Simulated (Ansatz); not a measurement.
# TiZn3: the cost of one run

Method: DFT LDA, scalar-relativistic, in Ansatz 0.2.0.

## Step 1: The starting structure

Symmetry: Pm-3m, No. 221, cubic system. The conventional cell has a = 3.932 Å, b = 3.932 Å, c = 3.932 Å, α = 90.00°, β = 90.00°, γ = 90.00°. Ti (site symmetry m-3m) is surrounded by 12 Zn at 2.78 Å. Zn (site symmetry 4/mmm) is surrounded by 4 Ti at 2.78 Å and 8 Zn at 2.78 Å.

Structure file:

```
Ti Zn
1.0
     3.93220    0.00000    0.00000
     0.00000    3.93220    0.00000
     0.00000    0.00000    3.93220
Ti Zn
1 3
Direct
  0.00000 0.00000 0.00000
  0.00000 0.50000 0.50000
  0.50000 0.00000 0.50000
  0.50000 0.50000 0.00000
```

Atoms are numbered in the order of the input: Ti1, Zn2, Zn3, Zn4.

## Step 2: The deformed structure

Space group Pm-3m before, R-3m after.

## Step 3: Full-potential LAPW

input.yaml reads:

```yaml
crystal:
  lattice:
    - [3.9322, -0.039322, -0.039322]
    - [-0.039322, 3.9322, -0.039322]
    - [-0.039322, -0.039322, 3.9322]
  atoms:
    - { symbol: Ti, position: [0.0, 0.0, 0.0] }
    - { symbol: Zn, position: [0.0, 0.5, 0.5] }
    - { symbol: Zn, position: [0.5, 0.0, 0.5] }
    - { symbol: Zn, position: [0.5, 0.5, 0.0] }
kpoints:
  mp_grid: { grid: [9, 9, 9] }
  band_path:
    path:
      - [0.0, 0.0, 0.0]
      - [0.5, 0.0, 0.0]
      - [0.5, -0.5, 0.5]
      - [0.4804921086, -0.5195078914, 0.4804921086]
      - [0.4804921086, 0.4804921086, 0.4804921086]
      - [0.0, 0.0, 0.0]
      - [0.5, -0.5, 0.0]
    npoints: 5
scf:
  occupations: { method: fermi_dirac, width: 0.05 }
hamiltonian:
  xc: lda
  pseudopotentials: { kind: all_electron, lapw: { basis_error: 0.001 } }
output:
  forces: true
  stress: true
  eigenvalues: true
```

Launch:

```bash
$ ansatz run input.yaml --threads 1 --pin off --max-ram 4096MiB --backend cpu --events-out ev --progress --plain --runs-dir out
```

What time and memory should one allow on 1 thread of Intel Xeon at 2.70GHz, shared host?

About 65 s, with a peak of 0.71 GiB.
